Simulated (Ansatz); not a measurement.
# CH3HfNO4: the cost of one run

Program: Ansatz 0.2.0, Gaussian basis. Level of theory: the settings change from run to run. These are calculated values, not measurements.

### Step 1. The molecule

An earlier PBE0-D4 in a triple-zeta def2 set relaxation fixed the geometry. Hf takes a core potential in def2 sets; no spin-orbit term is included.

SMILES `O=C=[N][Hf]([OH])([OH])[OH]`, 10 atoms, charge 0, spin multiplicity 1.

Atoms are counted from 1 here; the program's logs count them from 0.

Bond lengths: O1–C2 1.169 Å, C2–N3 1.198 Å, N3–Hf4 2.062 Å, Hf4–O5 1.920 Å, Hf4–O6 1.920 Å, Hf4–O7 1.920 Å, O5–H8 0.951 Å, O6–H9 0.951 Å, O7–H10 0.951 Å. Angles: O1–C2–N3 180.0°, C2–N3–Hf4 180.0°, N3–Hf4–O5 108.6°, N3–Hf4–O6 108.7°, N3–Hf4–O7 108.6°, O5–Hf4–O6 110.3°, O5–Hf4–O7 110.3°, O6–Hf4–O7 110.3°, Hf4–O5–H8 160.6°, Hf4–O6–H9 160.6°, Hf4–O7–H10 160.6°.

### Step 2. RPBE/def2-TZVPD

This run has density fitting with def2-universal-jkfit, finite nuclei.

Input file in.yaml:

```yaml
crystal:
  periodic: [false, false, false]
  atoms:
    - {symbol: O, position_ang: [2.221131, -2.609849, 1.958519]}
    - {symbol: C, position_ang: [1.563569, -1.836929, 1.379105]}
    - {symbol: N, position_ang: [0.889677, -1.044802, 0.785300]}
    - {symbol: Hf, position_ang: [-0.270736, 0.318218, -0.238609]}
    - {symbol: O, position_ang: [-1.574820, -0.639492, -1.271791]}
    - {symbol: O, position_ang: [-1.140042, 1.462948, 1.033881]}
    - {symbol: O, position_ang: [0.866339, 1.348303, -1.392417]}
    - {symbol: H, position_ang: [-2.415929, -0.956572, -1.583120]}
    - {symbol: H, position_ang: [-1.387371, 2.246417, 1.513399]}
    - {symbol: H, position_ang: [1.248182, 1.711758, -2.184266]}
basis:
  gaussian: {orbitals: def2-TZVPD, fitting: {mean_field: def2-universal-jkfit}, nuclear_model: gaussian}
hamiltonian: {xc: {name: RPBE}}
output: {forces: true}
```

Launch:

```bash
> ansatz run in.yaml --threads 4 --pin off --events-out ev --progress --plain --max-ram 11315MiB
```

**Question.** How long does this run take on 4 threads of Arm Neoverse V1, shared host, and how much memory does it need?

About 4 s, with a peak of 0.5 GiB.
